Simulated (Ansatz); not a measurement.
# BCl2F + HBr: a complex and its separated parts

Aim: how far the complex at one end of a reaction step lies below its separated, relaxed parts, level by level.

Computed with Ansatz 0.2.0, Gaussian basis. Level: PBE0-D4/def2-TZVP structures, single points in def2-TZVPP, no counterpoise correction.

Levels: SPW92, PBE-D4, BLYP-D4, r2SCAN-D4, B97M-V, PBE0-D4, B3LYP-D4, r2SCAN0-D4, BHLYP-D4, CAM-B3LYP-D4, wB97X-V, wB97M-V, B2PLYP, PBE-QIDH, RPA on PBE, Hartree-Fock, MP2, CCSD, CCSD(T).

Cores are frozen in the correlated methods. Filled d shells of the heavier atoms are correlated. B3LYP uses VWN-RPA correlation. B2PLYP carries no dispersion term here.

94 further runs of the same task are left out: 94 set aside as unsound or not needed. Runs told in other sessions of the task aren't counted.

### 1 Starting geometry

The complex: 6 atoms, charge 0, spin multiplicity 1.

Atoms are counted from 1 here; the program's logs count them from 0.

Bond lengths: B1–F2 1.313 Å, B1–Cl3 1.738 Å, B1–Cl4 1.738 Å, H5–Br6 1.421 Å. Angles: F2–B1–Cl3 119.2°, F2–B1–Cl4 119.2°, Cl3–B1–Cl4 121.6°.

Coordinates:

```xyz
6
BBrCl2FH
B     0.18515    0.67816   -0.87341
F     1.32967    0.16240   -0.48753
Cl   -0.74674   -0.14152   -2.09057
Cl   -0.33601    2.19016   -0.19221
H     0.48162   -1.57935    1.83759
Br   -0.91358   -1.30984    1.80614
```

Its parts: BCl2F holds atoms 1, 2, 3, 4; HBr holds atoms 5, 6. Each part counts its atoms afresh in its own runs.

### 2 Relaxing BCl2F alone

relax-a/in.yaml

```yaml
crystal:
  periodic: [false, false, false]
  atoms:
    - {symbol: B, position_ang: [0.185153, 0.678157, -0.873409]}
    - {symbol: F, position_ang: [1.329667, 0.162396, -0.487529]}
    - {symbol: Cl, position_ang: [-0.746744, -0.141520, -2.090574]}
    - {symbol: Cl, position_ang: [-0.336014, 2.190164, -0.192214]}
basis:
  gaussian: {orbitals: def2-TZVP}
hamiltonian: {xc: pbe0, dispersion: d4}
relax: {f_tol: 0.005, max_steps: 200}
```

On the command line:

```
$ ansatz run in.yaml --threads 4 --pin off --events-out ev --progress --plain --max-ram 9574MiB
```

After this run come: Relaxing HBr alone; SPW92/def2-TZVPP; PBE-D4/def2-TZVPP; BLYP-D4/def2-TZVPP; r2SCAN-D4/def2-TZVPP; B97M-V/def2-TZVPP; PBE0-D4/def2-TZVPP; B3LYP-D4/def2-TZVPP; r2SCAN0-D4/def2-TZVPP; BHLYP-D4/def2-TZVPP; CAM-B3LYP-D4/def2-TZVPP; wB97X-V/def2-TZVPP; wB97M-V/def2-TZVPP; B2PLYP/def2-TZVPP; PBE-QIDH/def2-TZVPP; RPA on PBE/def2-TZVPP; CCSD(T)/def2-TZVPP; Vibrations of BCl2F; Vibrations of HBr.

**Question.** What will these runs give? Wanted: complex less parts, CCSD(T)/def2-TZVPP; with zero-point energy; largest T1 diagnostic.

As calculated:

```
                              quantity        value
complex less parts, CCSD(T)/def2-TZVPP  -7.5 kJ/mol
                with zero-point energy  -5.8 kJ/mol
                 largest T1 diagnostic        0.012
```

In words: At CCSD(T) the complex lies 7.5 kJ/mol below its parts. The functionals run from r2SCAN-D4, off by -1.4 kJ/mol, to SPW92, off by -5.2 kJ/mol, against CCSD(T). r2SCAN0-D4, PBE-QIDH are as near within the digits shown. Mean unsigned error by rung: LDA 5.2, GGA 2.4, meta-GGA 1.4, hybrid 2.3, range-separated hybrid 2.0, double hybrid 2.7 kJ/mol. The double hybrids carry no dispersion term here, unlike the levels marked D4 or V. PBE-D4 gives a relative energy 2.4 kJ/mol too low, an error of 32 % of the reference. No counterpoise was applied, and triple zeta lacks some correlation, so the CCSD(T) reference has a basis error of its own, and close matches with it are partly luck.
